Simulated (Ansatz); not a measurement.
# Cs3Pt (Pm-3m) in Ansatz: convergence with smearing width

Aim: find how far smearing width must go before the results for Cs3Pt settle, at r2SCAN. This setting moves, with any that are tied to it; all else stays.

Program: Ansatz 0.2.0. These are calculated values, not measurements. Logs are shortened: lines on timing, memory, paths and dates and some standing lists are left out, and cuts for length are marked.

**1. The structure**

Symmetry: Pm-3m, No. 221, cubic system. Conventional cell: a = 5.778 Å, b = 5.778 Å, c = 5.778 Å, α = 90.00°, β = 90.00°, γ = 90.00°. Around Pt (site symmetry m-3m) lie 12 Cs at 4.09 Å. Around Cs (site symmetry 4/mmm) lie 4 Pt at 4.09 Å and 8 Cs at 4.09 Å.

The cell comes from a database or a generator and needn't be the stable form of this composition.

**2. With smearing width 0.3 eV**

input.yaml

```yaml
crystal:
  lattice:
    - [5.777653, 0.0, 0.0]
    - [0.0, 5.777653, 0.0]
    - [0.0, 0.0, 5.777653]
  atoms:
    - { symbol: Pt, position: [0.5, 0.5, 0.5] }
    - { symbol: Cs, position: [0.5, 0.0, 0.0] }
    - { symbol: Cs, position: [0.0, 0.5, 0.0] }
    - { symbol: Cs, position: [0.0, 0.0, 0.5] }
hamiltonian:
  xc: r2scan
  pseudopotentials: { kind: paw_fr }
magnetization:
  noncollinear: true
  spin_orbit: true
kpoints:
  mp_grid: { grid: [4, 4, 4] }
scf:
  occupations: { method: gaussian, width: 0.3 }
output:
  forces: true
  stress: true
  eigenvalues: true
```

Potentials or basis: Ansatz PAW.

Command:

```bash
ansatz run input.yaml --threads 2 --pin off --max-ram 5632MiB --backend cpu --events-out ev --progress --plain --runs-dir out
```

The log of the run:

```text
Warning: RAYON_NUM_THREADS=2 ignored (pool sized by the plan → 2); use --threads N
Engine: ansatz 0.2.0, aarch64-unknown-linux-gnu
Pseudopotentials: kind: paw_fr
Pseudopotential: Pt, paw_fr, valence charge 18, recommended cutoff 500 eV (meta_gga), Pt.paw.azcp#standard-fr
Pseudopotential: Cs, paw_fr, valence charge 9, recommended cutoff 500 eV (meta_gga), Cs.paw.azcp#standard-fr
Functional definition: r2SCAN
  parameter k0 = 0.174
  parameter k1 = 0.065
  parameter a1 = 4.9479
  exchange = r2scan_x(k0 = k0, k1 = k1, a1 = a1)
  correlation = r2scan_c
non-collinear run that drives no moment, with spin-orbit: no starting moment large enough to seed its density (crystal.atoms[].spin), no starting occupations that ask for one, no magnetisation constraint and no magnetic field, so the semilocal B_xc is pinned to zero
Crystal: 4 atoms, lattice volume = 192.865 Å³
Basis set: ecut = 500 eV, 4945 PW (Γ), exchange–correlation on 180×180×180 points (64 copies of the dense FFT grid, shifted against one another)
Bands: 54, of which v1, the nominal top of the filled ones, is band 45 counted from 1 (44 counted from 0)
Symmetry: 48 space group operations + 48 with time reversal
Magnetic group: BNS 221.93 (UNI 1595), of the structure as read, at distance tolerance 5.8e-5 Å
k-points: 10 of 64
Projection manifold: j_resolved (fully-relativistic pseudo-atomic orbitals)
Non-local potential: Pt, projectors of the file, l = 0: 3, l = 1: 4, l = 2: 4, l = 3: 2
Non-local potential: Cs, projectors of the file, l = 0: 3, l = 1: 4, l = 2: 4, l = 3: 4
PAW form: soft (Blöchl's): semilocal exchange-correlation on the pseudo side does not see the compensation charge
PAW frozen core: Pt, regenerated for the run's functional (the file was generated under x = pbe(κ = 0.804, μ = 0.2195149727645171), c = pbe(β = 0.06672455060314922))
PAW frozen core: Cs, regenerated for the run's functional (the file was generated under x = pbe(κ = 0.804, μ = 0.2195149727645171), c = pbe(β = 0.06672455060314922))
PAW one-centre angular grid: Pt, 590 points (default); XC on 160 Gauss nodes
PAW one-centre angular grid: Cs, 302 points (default); XC on 160 Gauss nodes
Initial density: superposition of atomic densities (chi_scale 0.1, normalization cell, long waves kept (reshape's long-wave potential 0.00 eV rms))
Initial wavefunctions: pseudopotential atomic-orbital guess
[... 18 lines left out ...]
SCF converged after 12 iterations
Magnetization: |M| = 0.0000 μB,  M = (+0.0000, +0.0000, +0.0000) μB
Absolute magnetization: 0.0000 μB (∫|m|)
  site 0: m = (+0.0000, +0.0000, +0.0000) μB, |m| = 0.0000 μB  (R = 1.69 Å)
  site 1: m = (+0.0000, +0.0000, +0.0000) μB, |m| = 0.0000 μB  (R = 1.69 Å)
  site 2: m = (+0.0000, +0.0000, +0.0000) μB, |m| = 0.0000 μB  (R = 1.69 Å)
  site 3: m = (+0.0000, +0.0000, +0.0000) μB, |m| = 0.0000 μB  (R = 1.69 Å)
Free energy (F): -29530.389939 eV
Harris-Foulkes:  -29530.389939 eV  (|F-HF|=8.39e-9)
Internal energy: -29530.312210 eV  (E = F + TS)
E sigma→0 (E₀):  -29530.351074 eV
Entropy (-TS):   -0.077729 eV (-19.432 meV/atom)
Fermi energy:    7.158354 eV
--- Per-component energies (eV) ---
  E_band       = -562.906356
  E_kinetic    = 1068.362082
  E_local      = -3931.966673  (includes V_loc(G=0)·N_el)
  E_nonlocal   = 280.310514
  E_hartree    = 1541.735761
  E_xc         = -736.196390
  E_vxc        = -750.034988  (∫ρ·V_xc dr)
  E_paw        = -24689.339656  (= ΣΔE_a)
  E_vpaw       = -355.765352  (= ΣTr[D̂ρ^β])
  E_aug_tail   = 0.000142  (compensation charges beyond the density's cutoff)
  E_vtau       = 42.708562  (kinetic-family band-sum trace: ∫τ·v_τ [+ j·A + Jᵃ·Aᵃ] dr)
  E_ewald      = -3063.116726
  E_core_change = -0.101264  (= ΣΔE_core)
  E_smearing   = -0.077729  (= −TS)
  E_closure    = -0.000000  (closes the sum)
  Σ components = -29530.389939   (vs F -29530.389939, Δ=0.00e0)
--- Forces (eV/Å), atoms counted from 1 ---
  atom   1  Pt     0.00000000     0.00000000    -0.00000000
  atom   2  Cs    -0.00000000    -0.00000000    -0.00000000
  atom   3  Cs     0.00000000     0.00000000    -0.00000000
  atom   4  Cs     0.00000000     0.00000000     0.00000000
  max |Σ_I F_I| component: 9.24e-30 eV/Å
--- Stress (GPa, compression-positive) ---
       -0.962525       0.000000       0.000000
       -0.000000      -0.962525       0.000000
        0.000000       0.000000      -0.962525
  P = ⅓ Tr σ = -0.9625 GPa (-9.625 kbar)
--- Band table (eV; the first three rows and the last of 10) ---
  k-point 0: bands = ["-91.2643", "-91.2643", "-55.8968", "-55.8968", "-41.1459", "-41.1459", "-41.1459", "-41.1459", "-17.5607", "-17.5607", "-17.3192", "-17.3192", "-17.3192", "-17.3192", "-5.2875", "-5.2875", "-5.2875", "-5.2875", "-4.6786", "-4.6786", "-4.0390", "-4.0390", "-3.5893", "-3.5893", "-3.5893", "-3.5893", "-3.2482", "-3.2482", "-2.9409", "-2.9409", "-2.9409", "-2.9409", "3.8821", "3.8821", "4.7796", "4.7796", "4.7796", "4.7796", "5.8527", "5.8527", "5.8527", "5.8527", "5.9551", "5.9551", "6.0040", "6.0040", "8.6871", "8.6871", "8.6871", "8.6871", "8.7965", "8.7965", "8.9955", "8.9955", "8.9955", "8.9955", "9.7969", "9.7969", "10.4533", "10.4533", "10.4533", "10.4533", "11.7542", "11.7542"]
  k-point 1: bands = ["-91.2643", "-91.2643", "-55.8968", "-55.8968", "-41.1459", "-41.1459", "-41.1459", "-41.1459", "-17.5305", "-17.5305", "-17.3504", "-17.3504", "-17.3187", "-17.3187", "-5.2732", "-5.2732", "-5.2052", "-5.2052", "-4.7481", "-4.7481", "-3.9753", "-3.9753", "-3.6008", "-3.6008", "-3.5529", "-3.5529", "-3.2908", "-3.2908", "-3.1162", "-3.1162", "-2.9971", "-2.9971", "4.2384", "4.2384", "4.8280", "4.8280", "4.8537", "4.8537", "5.9427", "5.9427", "5.9768", "5.9768", "6.0432", "6.0432", "6.4688", "6.4688", "7.9777", "7.9777", "8.7067", "8.7067", "8.7466", "8.7466", "8.8681", "8.8681", "9.3625", "9.3625", "9.9116", "9.9116", "10.1597", "10.1597", "10.1694", "10.1694", "11.7566", "11.7566"]
  k-point 2: bands = ["-91.2643", "-91.2643", "-55.8968", "-55.8968", "-41.1459", "-41.1459", "-41.1459", "-41.1459", "-17.4813", "-17.4813", "-17.4005", "-17.4005", "-17.3182", "-17.3182", "-5.2588", "-5.2588", "-5.0575", "-5.0575", "-4.8891", "-4.8891", "-3.8860", "-3.8860", "-3.5550", "-3.5550", "-3.4669", "-3.4669", "-3.3884", "-3.3884", "-3.3643", "-3.3643", "-3.0473", "-3.0473", "4.6825", "4.6825", "4.8735", "4.8735", "4.9788", "4.9788", "6.0256", "6.0256", "6.1483", "6.1483", "6.1888", "6.1888", "6.7870", "6.7870", "7.3045", "7.3045", "8.5107", "8.5107", "8.7670", "8.7670", "8.7832", "8.7832", "10.1041", "10.1041", "10.4909", "10.4909", "10.5216", "10.5216", "10.5731", "10.5731", "10.6189", "10.6189"]
  k-point 9: bands = ["-91.2643", "-91.2643", "-55.8968", "-55.8968", "-41.1459", "-41.1459", "-41.1459", "-41.1459", "-17.3978", "-17.3978", "-17.3978", "-17.3978", "-17.3978", "-17.3978", "-5.4292", "-5.4292", "-5.1283", "-5.1283", "-5.1283", "-5.1283", "-3.9151", "-3.9151", "-3.6573", "-3.6573", "-3.3675", "-3.3675", "-3.3675", "-3.3675", "-2.9077", "-2.9077", "-2.9077", "-2.9077", "4.3814", "4.3814", "4.8542", "4.8542", "4.8542", "4.8542", "5.9126", "5.9126", "6.0957", "6.0957", "6.0957", "6.0957", "8.1994", "8.1994", "8.1994", "8.1994", "8.2943", "8.2943", "9.1066", "9.1066", "9.4259", "9.4259", "9.4259", "9.4259", "10.3030", "10.3030", "10.3991", "10.3991", "10.3991", "10.3991", "10.4651", "10.4651"]
```

Run time: 45 s. Hardware: 2 threads of Arm Neoverse V2, shared host; peak memory 1.3 GiB.

Results:

- Free energy: -29530.3899 eV
- Pressure: -1.0 GPa
- Band gap on the k mesh: none (metal or under the smearing width)

**3. With smearing width 0.2 eV**

input.yaml, as its differences from that of step 2:

```diff
@@ -19,3 +19,3 @@
 scf:
-  occupations: { method: gaussian, width: 0.3 }
+  occupations: { method: gaussian, width: 0.2 }
 output:
```

Potentials or basis: Ansatz PAW.

Command:

```bash
ansatz run input.yaml --threads 2 --pin off --max-ram 5632MiB --backend cpu --events-out ev --progress --plain --runs-dir out
```

It took 39 s on 2 threads of Arm Neoverse V2, shared host; peak memory 1.3 GiB.

Results:

| Property | Result |
| --- | --- |
| Free energy | -29530.3681 eV |
| Pressure | -1.0 GPa |
| Band gap on the k mesh | none (metal or under the smearing width) |

**4. With smearing width 0.15 eV**

input.yaml, as its differences from that of step 3:

```diff
@@ -19,3 +19,3 @@
 scf:
-  occupations: { method: gaussian, width: 0.2 }
+  occupations: { method: gaussian, width: 0.15 }
 output:
```

Command:

```bash
ansatz run input.yaml --threads 2 --pin off --max-ram 5632MiB --backend cpu --events-out ev --progress --plain --runs-dir out
```

Run time: 38 s. Hardware: 2 threads of Arm Neoverse V2, shared host; peak memory 1.3 GiB.

Results:

| Property | Result |
| --- | --- |
| Free energy | -29530.3601 eV |
| Pressure | -1.0 GPa |
| Band gap on the k mesh | none (metal or under the smearing width) |

**5. With smearing width 0.1 eV**

input.yaml, as its differences from that of step 4:

```diff
@@ -19,3 +19,3 @@
 scf:
-  occupations: { method: gaussian, width: 0.15 }
+  occupations: { method: gaussian, width: 0.1 }
 output:
```

Command:

```bash
ansatz run input.yaml --threads 2 --pin off --max-ram 5632MiB --backend cpu --events-out ev --progress --plain --runs-dir out
```

Wall time 39 s (2 threads of Arm Neoverse V2, shared host); peak memory 1.3 GiB.

Results:

| Property | Result |
| --- | --- |
| Free energy | -29530.3543 eV |
| Pressure | -1.0 GPa |
| Band gap on the k mesh | none (metal or under the smearing width) |

**6. With smearing width 0.05 eV**

input.yaml, as its differences from that of step 5:

```diff
@@ -19,3 +19,3 @@
 scf:
-  occupations: { method: gaussian, width: 0.1 }
+  occupations: { method: gaussian, width: 0.05 }
 output:
```

Potentials or basis: Ansatz PAW.

Command:

```bash
ansatz run input.yaml --threads 2 --pin off --max-ram 5632MiB --backend cpu --events-out ev --progress --plain --runs-dir out
```

It took 40 s on 2 threads of Arm Neoverse V2, shared host; peak memory 1.3 GiB.

Results (log left out):

```yaml
Free_energy: -29530.3505 eV
Pressure: -1.0 GPa
Band_gap_on_the_k_mesh: none (metal or under the smearing width)
```

**7. With smearing width 0.025 eV**

input.yaml, as its differences from that of step 6:

```diff
@@ -19,3 +19,3 @@
 scf:
-  occupations: { method: gaussian, width: 0.05 }
+  occupations: { method: gaussian, width: 0.025 }
 output:
```

Command:

```bash
ansatz run input.yaml --threads 2 --pin off --max-ram 5632MiB --backend cpu --events-out ev --progress --plain --runs-dir out
```

Run time: 39 s. Hardware: 2 threads of Arm Neoverse V2, shared host; peak memory 1.3 GiB.

Results (log left out):

```
Free energy            : -29530.3489 eV
Pressure               : -1.0 GPa
Band gap on the k mesh : none (metal or under the smearing width)
```

**8. With smearing width 0.01 eV**

input.yaml, as its differences from that of step 7:

```diff
@@ -19,3 +19,3 @@
 scf:
-  occupations: { method: gaussian, width: 0.025 }
+  occupations: { method: gaussian, width: 0.01 }
 output:
```

Command:

```bash
ansatz run input.yaml --threads 2 --pin off --max-ram 5632MiB --backend cpu --events-out ev --progress --plain --runs-dir out
```

Wall time 41 s (2 threads of Arm Neoverse V2, shared host); peak memory 1.3 GiB.

Results (log left out):

```
Free energy            : -29530.3479 eV
Pressure               : -1.0 GPa
Band gap on the k mesh : none (metal or under the smearing width)
```

**9. With smearing width 0.005 eV**

input.yaml, as its differences from that of step 8:

```diff
@@ -19,3 +19,3 @@
 scf:
-  occupations: { method: gaussian, width: 0.01 }
+  occupations: { method: gaussian, width: 0.005 }
 output:
```

Potentials or basis: Ansatz PAW.

Command:

```bash
ansatz run input.yaml --threads 2 --pin off --max-ram 5632MiB --backend cpu --events-out ev --progress --plain --runs-dir out
```

Wall time 41 s (2 threads of Arm Neoverse V2, shared host); peak memory 1.3 GiB.

It converged, with:

- Free energy: -29530.3475 eV
- Pressure: -1.0 GPa
- Band gap on the k mesh: none (metal or under the smearing width)

**10. Summary**

| smearing width | energy less the tightest run, at zero smearing (meV/atom) | SCF cycles | CPU time (s) | peak memory (GiB) |
| --- | --- | --- | --- | --- |
| 0.3 eV | -0.92 | 12 | 90 | 1.3 |
| 0.2 eV | -0.71 | 12 | 76 | 1.3 |
| 0.15 eV | -0.59 | 12 | 75 | 1.3 |
| 0.1 eV | -0.55 | 12 | 77 | 1.3 |
| 0.05 eV | -0.37 | 14 | 80 | 1.3 |
| 0.025 eV | -0.17 | 13 | 77 | 1.3 |
| 0.01 eV | -0.04 | 13 | 80 | 1.3 |
| 0.005 eV | 0.00 | 13 | 81 | 1.3 |

Against the tightest run, the energy stays within 1 meV/atom from 0.3 eV on. Narrower smearing needs a denser k mesh, so at a fixed mesh the narrowest width isn't the most accurate. The tightest run that finished is the yardstick and may itself not be fully converged.

Caveats: the PAW data sets come from PBE, with cores solved anew for the run's functional, which leaves a small shift of forces and pressure.
